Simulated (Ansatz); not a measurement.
# B₃H₅Se: one species, many methods

How much do the methods differ for B₃H₅Se? The plan is to run it at one geometry with functionals of several rungs and with coupled cluster, and see how far each lands from CCSD(T) at the basis-set limit for the atomisation energy.

Program: Ansatz 0.2.0, Gaussian basis. Level of theory: functionals in def2-TZVPP, the program's frozen cores in correlated methods. These are calculated values, not measurements.

Plan: LDA (SPW92), PBE-D4, revPBE-D4, BLYP-D4, r2SCAN-D4, B97M-V, PBE0-D4, B3LYP-D4, r2SCANh-D4, r2SCAN0-D4, HSE06-D4, BHLYP-D4, CAM-B3LYP-D4, LC-ωPBE, ωB97X-V, ωB97M-V, B2PLYP, PBE-QIDH; CCSD(T)/def2-SVP; CCSD(T)/def2-TZVPP; MP2/def2-QZVPP; extrapolation to the limit; RPA on PBE.

## (1) The geometry

An earlier PBE0-D4 in a triple-zeta def2 set relaxation fixed the geometry.

SMILES `BBB[SeH]`, 9 atoms, charge 0, spin multiplicity 1.

Atoms are counted from 1 here; the program's logs count them from 0.

Bond lengths: B1–B2 1.624 Å, B1–H5 1.199 Å, B1–H6 1.201 Å, B2–B3 1.646 Å, B2–H7 1.206 Å, B3–Se4 1.914 Å, B3–H8 1.196 Å, Se4–H9 1.470 Å. Angles: B2–B1–H5 122.9°, B2–B1–H6 120.5°, H5–B1–H6 116.6°, B1–B2–B3 125.1°, B1–B2–H7 117.8°, B3–B2–H7 117.2°, B2–B3–Se4 122.4°, B2–B3–H8 120.2°, Se4–B3–H8 117.4°, B3–Se4–H9 97.5°.

## (2) LDA

This LDA is Slater exchange with PW92 correlation.

Contents of in.yaml:

```yaml
crystal:
  periodic: [false, false, false]
  atoms:
    - {symbol: B, position_ang: [-0.406622, 1.002572, -1.538763]}
    - {symbol: B, position_ang: [0.639539, 0.305852, -0.510204]}
    - {symbol: B, position_ang: [0.233473, -0.769828, 0.668204]}
    - {symbol: Se, position_ang: [-0.306142, -0.217447, 2.419483]}
    - {symbol: H, position_ang: [-0.724343, 0.502747, -2.581316]}
    - {symbol: H, position_ang: [-0.908821, 2.060667, -1.274337]}
    - {symbol: H, position_ang: [1.809583, 0.571359, -0.633638]}
    - {symbol: H, position_ang: [0.258237, -1.944382, 0.444568]}
    - {symbol: H, position_ang: [-0.506405, -1.557840, 2.988904]}
basis:
  gaussian: {orbitals: def2-TZVPP}
hamiltonian: {xc: lda}
output: {orbitals: {seedname: orbitals}}
```

The run is started by

```sh
$ ansatz run in.yaml --threads 2 --pin off --events-out ev --progress --plain --max-ram 4352MiB
```

Further steps of the session: PBE-D4 (GGA); revPBE-D4 (GGA); BLYP-D4 (GGA); r2SCAN-D4 (meta-GGA); B97M-V (meta-GGA); B3LYP-D4 (hybrid); r2SCANh-D4 (hybrid); r2SCAN0-D4 (hybrid); HSE06-D4 (hybrid); BHLYP-D4 (hybrid); CAM-B3LYP-D4 (range-separated); LC-ωPBE (range-separated); ωB97X-V (range-separated); ωB97M-V (range-separated); B2PLYP (double hybrid); PBE-QIDH (double hybrid); CCSD(T) in def2-SVP; CCSD(T) in def2-TZVPP; MP2 in def2-QZVPP; RPA on PBE orbitals.

**Question.** What will the summary of the whole plan be? Wanted: atomisation energy, CCSD(T)/CBS; farthest beyond LDA; mean size of error, GGA; mean size of error, meta-GGA; mean size of error, hybrid; mean size of error, range-separated; mean size of error, double hybrid; gap, smallest and largest; T1 diagnostic.

As calculated:

| quantity | value |
| --- | --- |
| atomisation energy, CCSD(T)/CBS | 2898.2 kJ/mol |
| functionals within 29.0 kJ/mol (1.0 %) | revPBE-D4, BHLYP-D4, LC-ωPBE, B2PLYP, PBE-QIDH |
| farthest beyond LDA | PBE-D4 (+83.6 kJ/mol) |
| mean size of error, GGA | 44.4 kJ/mol |
| mean size of error, meta-GGA | 75.5 kJ/mol |
| mean size of error, hybrid | 44.2 kJ/mol |
| mean size of error, range-separated | 33.8 kJ/mol |
| mean size of error, double hybrid | 15.7 kJ/mol |
| gap, smallest and largest | 3.72 eV (LDA (SPW92)), 10.67 eV (LC-ωPBE) |
| T1 diagnostic | 0.0141 |
| triples share of the correlation energy | 3.7 % |

What this shows: LDA overbinds by 414.3 kJ/mol (14 %). PBE-D4 is off by +83.6 kJ/mol. Double hybrids carry the basis error of their MP2 part in triple zeta, and no dispersion term here, so their miss is partly the set-up's. Taken by rung, double hybrid functionals do best (15.7 kJ/mol on average) and meta-GGA ones worst beyond LDA (75.5 kJ/mol). Misses under about 29.0 kJ/mol are within the doubt on the reference itself, which lacks core-valence correlation, relativity and higher excitations, and its outer-core shells are covered unevenly. All levels share the lack of spin-orbit coupling, which lowers the free heavy atoms and so the true binding. Hartree-Fock recovers 79 % of the binding; the rest is correlation. CCSD(T) in def2-SVP is off by -124.5 kJ/mol, so the small basis spoils what the method gains. Orbital gaps span 3.7 to 10.7 eV; exact exchange widens them. Correlated methods include outer-core shells of Se, which these sets cover unevenly.
